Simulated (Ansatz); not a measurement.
**TaVN2 in Ansatz: the effect of starting spin order**

Crystal: TaVN2.

```xyz
4
Lattice="3.0499 0.0000 0.0000 0.0000 3.0499 0.0000 0.0000 0.0000 4.2961" Properties=species:S:1:pos:R:3 pbc="T T T"
Ta    0.0000    0.0000    0.0000
V     1.5249    1.5249    2.1480
N     1.5249    1.5249    0.0000
N     0.0000    0.0000    2.1480
```

The cell comes from a database or a generator and needn't be the stable form of this composition.

Alike in all runs:

```yaml
Program: Ansatz 0.2.0
Task: single point
Functional: PBE
Potentials_or_basis: Ansatz PAW
Cutoff: "420 eV (not typed: the program's choice for these potentials)"
k_mesh: 9 × 9 × 6
Occupations: fermi-dirac, width 0.05 eV
```

```csv
starting spin order,spin,starting moments,energy over the lowest run (meV/atom),pressure (GPa),final net moment (μB),final largest site moment (μB)
spin off,no spin polarisation,-,?,?,?,?
fm,"collinear spin, ferromagnetic start","[0.0, 2.0, 0.0, 0.0] μB",0.0,-0.8,1.14,0.94
random,"collinear spin, random start","[0.0, 1.46, 0.0, 0.0] μB",0.0,-0.8,1.14,0.94
```

Question: What does the run with starting spin order spin off give?

Answer: Energy over the lowest run 9.9 meV/atom; pressure -3.2 GPa; final net moment 0.00 μB; final largest site moment 0.00 μB.
